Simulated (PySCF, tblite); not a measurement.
# C6H9NO: infrared bands and NMR shifts

Wanted: the infrared bands and NMR shifts of C6H9NO (`O=CN[C@@H]1C[C@@H]2C[C@@H]21`), by calculation.

Computed with tblite 0.8.0 and PySCF 2.14.0, with density-fitted response routines of our own, on a single molecule in the gas phase. Atoms are numbered from 0 throughout.

## (1) The molecule as given

17 atoms, charge 0, multiplicity 1; geometry from: GFN2-xTB.

Bonds of the start (Å): O0–C1 1.20, C1–N2 1.35, N2–C3 1.44, C3–C4 1.55, C4–C5 1.52, C5–C6 1.49, C6–C7 1.50, C7–C3 1.53, C7–C5 1.51, C1–H8 1.11, N2–H9 1.01, C3–H10 1.09, C4–H11 1.09, C4–H12 1.09, C5–H13 1.08, C6–H14 1.08, C6–H15 1.08, C7–H16 1.08.

## (2) Vibrational analysis with GFN2-xTB

The job: settings as JSON, then the geometry in Å.

```
{"job": {"kind": "ir", "xc": "GFN2-xTB", "basis": "xTB"}, "charge": 0, "multiplicity": 1}
O      3.172978    -0.570037    -0.671011
C      2.653250    -0.516827     0.414699
N      1.352460    -0.263165     0.649058
C      0.400030    -0.036791    -0.405412
C     -0.394538     1.294365    -0.394804
C     -1.689971     0.491510    -0.382940
C     -1.723686    -0.352919     0.848530
C     -0.916107    -0.803656    -0.332015
H      3.217635    -0.672561     1.354435
H      1.005174    -0.259712     1.594776
H      0.936019    -0.195331    -1.342280
H     -0.236160     1.924080     0.480569
H     -0.242372     1.885501    -1.293575
H     -2.568947     0.741272    -0.951324
H     -2.632339    -0.906329     1.032851
H     -1.241589    -0.004003     1.750505
H     -1.098833    -1.743365    -0.825835
```

**Question.** This job is followed by: GIAO PBE0/pcSseg-1 NMR shielding, non-relativistic, gas phase. What will the session give for the following? strongest single infrared mode (GFN2-xTB); zero-point energy (GFN2-xTB); ¹³C shifts against TMS (PBE0/pcSseg-1); ¹H shifts against TMS (PBE0/pcSseg-1); ¹⁷O shifts against H2O (PBE0/pcSseg-1); ¹⁵N shifts against NH3 (PBE0/pcSseg-1).

**Answer**, as computed:

```
                                 quantity                                                     value
strongest single infrared mode (GFN2-xTB)                                     1771 cm⁻¹, 628 km/mol
             zero-point energy (GFN2-xTB)                                             88.0 kcal/mol
   ¹³C shifts against TMS (PBE0/pcSseg-1)                   159.1, 39.4, 36.9, 21.8, 12.6, 10.3 ppm
    ¹H shifts against TMS (PBE0/pcSseg-1)  8.04, 5.11, 4.76, 2.68, 1.85, 1.44, 1.14, 0.72, 0.14 ppm
   ¹⁷O shifts against H2O (PBE0/pcSseg-1)                                                 412.5 ppm
   ¹⁵N shifts against NH3 (PBE0/pcSseg-1)                                                 153.2 ppm
```

All 45 modes are real, so the xTB geometry is a minimum. The strongest single mode, at 1771 cm⁻¹, moves mainly C1 and O0. Unscaled tight-binding wavenumbers are off by several per cent, some by more. Its intensities can rank the bands wrongly. The most deshielded carbon is C1 (amide carbonyl carbon), at 159.1 ppm: it is a carbonyl in resonance with an O or N lone pair, the region of acids, esters and amides. At PBE0/pcSseg-1: The largest span, 725 ppm, is at O0, where the paramagnetic term is -478 ppm.
